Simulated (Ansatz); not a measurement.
# TaTeS: the cost of one run

Computed with Ansatz 0.2.0 (DFT PBE, scalar-relativistic, plane waves, PAW, unless a step's input says otherwise).

### Step 1. The starting structure

It takes space group P3m1 (No. 156, trigonal). The conventional cell has a = 3.542 Å, b = 3.542 Å, c = 30.664 Å, α = 90.00°, β = 90.00°, γ = 120.00°. Ta (site symmetry 3m) is surrounded by 3 S at 2.48 Å and 3 Te at 2.82 Å. Around Te (site symmetry 3m) lie 3 Ta at 2.82 Å. S (site symmetry 3m) is surrounded by 3 Ta at 2.48 Å.

As a file:

```cif
data_structure
_symmetry_space_group_name_H-M 'P 1'
_symmetry_Int_Tables_number 1
_cell_length_a 3.5424
_cell_length_b 3.5424
_cell_length_c 30.6641
_cell_angle_alpha 90.000
_cell_angle_beta 90.000
_cell_angle_gamma 120.000
_cell_volume 333.23
loop_
_atom_site_label
_atom_site_type_symbol
_atom_site_fract_x
_atom_site_fract_y
_atom_site_fract_z
_atom_site_occupancy
Ta1 Ta 0.00000 0.00000 0.28553 1
Te1 Te 0.66667 0.33333 0.34861 1
S1 S 0.33333 0.66667 0.23991 1
```

The start is the relaxed end of an invented cell (made as: Janus sheet of the TaSe2 type), taken up again for a closer look.

Only a and b are periodic; c spans vacuum, so the box's volume, pressure and space group aren't properties of the sheet.

### Step 2. Probe: one point on a coarse mesh

File input.yaml:

```yaml
crystal:
  lattice:
    - [3.542369, 0.0, 0.0]
    - [-1.771184, 3.067781, 0.0]
    - [0.0, 0.0, 30.664123]
  atoms:
    - { symbol: Ta, position: [0.0, 0.0, 0.285526] }
    - { symbol: Te, position: [0.666667, 0.333333, 0.348609] }
    - { symbol: S, position: [0.333333, 0.666667, 0.239915] }
  periodic: [true, true, false]
basis:
  ecutwfc: 420
kpoints:
  mp_grid: { grid: [6, 6, 1] }
hamiltonian:
  xc: pbe
scf:
  occupations: { method: gaussian, width: 0.1 }
  lower_state_search: "off"
output:
  forces: true
  stress: true
  eigenvalues: true
```

Command:

```
$ ansatz run input.yaml --threads 1 --pin off --max-ram 3072MiB --backend cpu --events-out ev --progress --plain --runs-dir out
```

**Question.** How long does this run take on 1 thread of Arm Neoverse V1, shared host, and how much memory does it need?

About 6.2 s, with a peak of 0.44 GiB.
